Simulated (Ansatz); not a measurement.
Working through vertical and adiabatic energies of changing the electron count of Sn2

Program: the Python package of Ansatz (0.2.0).

Notebook, run cell by cell (the value of a cell's last expression is shown):

```python
import itertools

import ansatz as az
from ase import Atoms
from ase.data import atomic_numbers, covalent_radii
import numpy as np
```

```python
BASIS = 'def2-TZVP'
FUNCTIONAL = 'r2scan'
CHARGE = 1
```

```python
atoms = Atoms(['Sn', 'Sn'], positions=[
    (0.0, 0.0, 0.0),
    (0.0, 0.0, 2.7),
])
mol = az.Crystal.molecule_from_ase(atoms)
```

```python
job = (
    mol.calculation()
    .basis(gaussian=BASIS)
    .functional(FUNCTIONAL)
    .spin('collinear', total=2)
)
symbols = [site.symbol for site in mol.cartesian_sites]
start = np.array([site.position_ang for site in mol.cartesian_sites], dtype=float)
r = job.relax(force_tolerance=0.01, max_steps=100).run().report
end = np.array(r['positions_ang'])
```

    

```python
minimum = az.Crystal.molecule()
for symbol, place in zip(symbols, end):
    minimum = minimum.atom(symbol, place.tolist())
ion = (
    minimum.calculation()
    .basis(gaussian=BASIS)
    .functional(FUNCTIONAL)
    .charge(CHARGE)
    .spin('collinear', total=1)
)
vertical = ion.run().report
settled = ion.relax(force_tolerance=0.01, max_steps=80).run().report
print(f'vertical ionisation energy   {vertical["free_energy_ev"] - r["free_energy_ev"]:.3f} eV')
print(f'adiabatic, no zero point     {settled["free_energy_ev"] - r["free_energy_ev"]:.3f} eV')
print(f'relaxation energy of the ion {vertical["free_energy_ev"] - settled["free_energy_ev"]:.3f} eV')
ionised = np.array(settled['positions_ang'])
# pairs closer than 1.2 times the sum of covalent radii, before or after
radius = [covalent_radii[atomic_numbers[s]] for s in symbols]
span = lambda where, i, j: np.linalg.norm(where[i] - where[j])
bonded = [(i, j) for i, j in itertools.combinations(range(len(symbols)), 2) if min(span(end, i, j), span(ionised, i, j)) < 1.2 * (radius[i] + radius[j])]
print('pair        before    after (A)')
for i, j in bonded:
    print(f'{symbols[i]}{i}-{symbols[j]}{j}'.ljust(10), f'{span(end, i, j):8.4f} {span(ionised, i, j):8.4f}')
```

    vertical ionisation energy   7.107 eV
    adiabatic, no zero point     7.078 eV
    relaxation energy of the ion 0.028 eV
    pair        before    after (A)
    Sn0-Sn1      2.7579   2.8592

Notes:
- The energies are electronic: no zero-point or thermal terms, and the basis set is short of its limit. The product may relax into another structure. The relaxation finds the nearest minimum, so the adiabatic value is an upper bound.
- def2 sets replace the cores of elements past krypton by effective core potentials.
- The species is open-shell (spin multiplicity 3).
- The expectation value of S² is noticeably off S(S+1) in at least one run, so that state is spin-contaminated.
- Only the spin states typed were run; another state of an ion can lie lower, by up to an eV or two.
- The spin state was assumed, and another may lie lower.
- The whole script took 2.6 min on 1 thread of Intel(R) Xeon(R) 6975P-C (Granite Rapids), on a shared host, peak memory 0.35 GiB.

(Lines on the test bed's own set-up are left out of the output.)
